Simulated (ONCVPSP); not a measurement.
# An ONCV potential for gallium, from input to tests

Aim: build the potential from the settings below, then test how well it stands in for the atom: other configurations, scattering, ghost states and the plane-wave cutoff that it needs.

The numbers are computed with ONCVPSP 4.0.1.1 (patched build) (PBEsol, scalar-relativistic, spin-unpolarised reference atom).

### 1 Starting point

Typed settings, in words:

| Property | Result |
| --- | --- |
| element | gallium (Ga, Z = 31) |
| type | optimised norm-conserving Vanderbilt (ONCV) |
| frozen core | [Ar] |
| valence charge | 13 |
| reference configuration | 3d10 4s1 (charge +2) |
| partial waves | 4s: rc 1.75 bohr, ncon 4, nbas 8, qcut 3.4 1/bohr, 2 projectors, debl 2.1 Ha; p scattering state at 0.24 Ha: rc 1.70 bohr, ncon 3, nbas 6, qcut 4.6 1/bohr, 2 projectors, debl 2.8 Ha; 3d: rc 1.25 bohr, ncon 3, nbas 7, qcut 14.1 1/bohr, 1 projector |
| local potential | polynomial inside 0.85 bohr (lpopt 5, dvloc0 0 Ha) |
| core correction | Teter function, fcfact 4, rcfact 1.65 |

The outer shells as boxes (Hund's rule for the drawing; the calculation is spin-unpolarised):

```
[Ar] core
3d [↑↓][↑↓][↑↓][↑↓][↑↓]
4s [↑ ]
```

The nodes and maxima of the atom's own shells, from an earlier all-electron run, set the scale for the radii.

All-electron outer shells of the reference configuration (PBEsol, scalar-relativistic, ld1.x):

```csv
shell,level (eV),outermost node (bohr),outermost maximum (bohr)
3p,-119.04,0.24,0.56
3d,-39.39,–,0.53
4s,-26.03,0.80,1.78
4p,-17.65,0.86,2.12
```

### 2 Generation

Ga.dat reads:

```
# ATOM AND REFERENCE CONFIGURATION
# atsym  z   nc   nv     iexc    psfile
  Ga 31.00    5    2  -116133      upf
#
#   n    l    f
    1    0    2.00
    2    0    2.00
    2    1    6.00
    3    0    2.00
    3    1    6.00
    3    2   10.00
    4    0    1.00
#
# PSEUDOPOTENTIAL AND OPTIMIZATION
# lmax
    2
#
#   l,   rc,      ep,       ncon, nbas, qcut
    0    1.75    0.00    4    8    3.40
    1    1.70    0.24    3    6    4.60
    2    1.25    0.00    3    7   14.10
#
# LOCAL POTENTIAL
# lloc, lpopt,  rc(5),   dvloc0
    4    5    0.85    0.00
#
# VANDERBILT-KLEINMAN-BYLANDER PROJECTORs
# l, nproj, debl
    0    2    2.10
    1    2    2.80
    2    1    3.20
#
# MODEL CORE CHARGE
# icmod, fcfact, rcfact
    3    4.00    1.65
#
# LOG DERIVATIVE ANALYSIS
# epsh1, epsh2, depsh
   -3.00    5.00    0.02
#
# OUTPUT GRID
# rlmax, drl
    6.00    0.01
#
# TEST CONFIGURATIONS
# ncnf
    4
# nvcnf
#   n    l    f
    3
    3    2   10.00
    4    0    2.00
    4    1    1.00
#
    2
    3    2   10.00
    4    0    2.00
#
    2
    3    2   10.00
    4    0    0.00
#
    3
    3    2   10.00
    4    0    0.00
    4    1    3.00
#
```

Launch:

```
$ oncvpsp.x < Ga.dat > Ga.out
```

**Question.** What will these runs give? Wanted: cutoffs for 1 and 0.1 mHa per electron, occupied waves; bound ghosts; GHOST(+) flags; largest test error; largest phase difference near zero energy, channels read; rms error of d²Exc/dn², without and with the model core; projector energies reset by the program.

As calculated:

```
                                                quantity                      value
  cutoffs for 1 and 0.1 mHa per electron, occupied waves            74 Ha and 82 Ha
                                            bound ghosts             s at -97.07 eV
                                          GHOST(+) flags                p at 104 eV
                            largest test error (AE − PS)  +66 meV, for 3d10 4s0 4p3
largest phase difference near zero energy, channels read                  0.026 rad
 rms error of d²Exc/dn², without and with the model core          9.02 and 1.30 mHa
                 projector energies reset by the program         p: 0.050, 2.850 Ha
```

**Reading.** A bound ghost (s) makes it unfit for use: electrons can fall into a state that the atom doesn't have. By total energies transferability is fair: the largest error is 66 meV on 13.4 eV, for 3d10 4s0 4p3. By its cutoff, 74 Ha for the looser tolerance, it is very hard. At the looser tolerance the 3d wave is the slowest; 4s needs 15 Ha. Near zero energy the phases of the channels with partial waves agree within 0.026 rad. The program also flags highly localised states, GHOST(+) (p). These are tests on the free atom; a crystal test is still owed.
